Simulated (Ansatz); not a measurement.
A nudged elastic band was laid between two geometries of a periodic cell of 13 atoms, Mg$_{12}$H (host Mg, host structure hcp, interstitial H).

Theory: Ansatz 0.2.0, DFT PBE, scalar-relativistic, plane waves, PAW. Settings: cutoff 420 eV, k mesh 4x3x4, gaussian smearing 0.1 eV, no spin polarisation.

| Quantity | Value |
| --- | --- |
| movable images | 5 |
| climbing image | yes |
| spring | 2.0 eV/Å² |
| optimiser | fire |
| start path | straight line |
| force threshold | 0.05 eV/Å |
| iteration limit | 80 |
| end points | relaxed |

Initial state:

```xyz
13
Lattice="6.4200 0.0000 0.0000 -4.8150 8.3398 0.0000 0.0000 0.0000 5.2130" Properties=species:S:1:pos:R:3
Mg 0.007 0.002 -0.045
Mg -0.009 1.938 2.592
Mg -1.606 2.776 0.018
Mg -1.624 4.616 2.613
Mg -3.212 5.552 0.011
Mg -3.157 7.367 2.598
Mg 3.212 -0.003 0.027
Mg 3.215 1.850 2.649
Mg 1.614 2.786 0.032
Mg 1.615 4.641 2.629
Mg -0.001 5.536 0.023
Mg -0.046 7.375 2.598
H 0.010 0.020 3.124
```

Final state:

Only the atoms that move by more than 0.05 Å are listed.
```
Mg1 0.003 -0.001 0.033
Mg8 3.212 1.856 2.575
Mg9 1.609 2.790 -0.027
H13 0.006 0.018 2.071
```

Q: What changes between the two ends?

A: The atom that moves furthest is H13, by 1.05 Å; four of its nearest neighbours are Mg2 1.99, Mg6 1.99, Mg12 2.00, Mg1 2.04 Å at the first end and Mg2 1.99, Mg6 2.00, Mg12 2.00, Mg1 2.04 Å at the last.

Q: What energy profile does the band end with?

A: The run converged. The highest image is number 3 of 0 to 6, 0.052 eV above the ends, which have the same energy within 2 meV. By the program's own check the climbing image is of a kind that is not told: the force calls were inconclusive, a negative curvature could not be distinguished from the path's own, the only one lies far off the path, or fixed occupations may fill a level only in part (lowest curvatures found: -0.88 and 0.81 eV/Å²). Limits of this set-up: coarse k mesh, odd electron count without spin, a small cell, in which the defect meets its images.

```
image  path coordinate (Å)  energy (eV)
    0                 0.00        0.000
    1                 0.17        0.015
    2                 0.34        0.041
    3                 0.51        0.052
    4                 0.68        0.039
    5                 0.85        0.013
    6                 1.02       -0.001
```

Q: What is the geometry of the highest image?

A: 
```xyz
13
Lattice="6.4200 0.0000 0.0000 -4.8150 8.3398 0.0000 0.0000 0.0000 5.2130" Properties=species:S:1:pos:R:3
Mg 0.004 0.001 -0.002
Mg -0.013 1.973 2.605
Mg -1.606 2.777 0.001
Mg -1.624 4.618 2.607
Mg -3.214 5.551 0.001
Mg -3.128 7.350 2.606
Mg 3.212 0.001 0.002
Mg 3.215 1.857 2.610
Mg 1.611 2.784 0.002
Mg 1.615 4.641 2.609
Mg -0.001 5.542 0.001
Mg -0.077 7.362 2.606
H 0.009 0.014 2.599
```

The band took 7 iterations and about 18 core-minutes.

Run time: 5.7 min on 4 threads of Intel(R) Xeon(R) 6975P-C (Granite Rapids), on a shared host, peak memory 3.1 GiB.
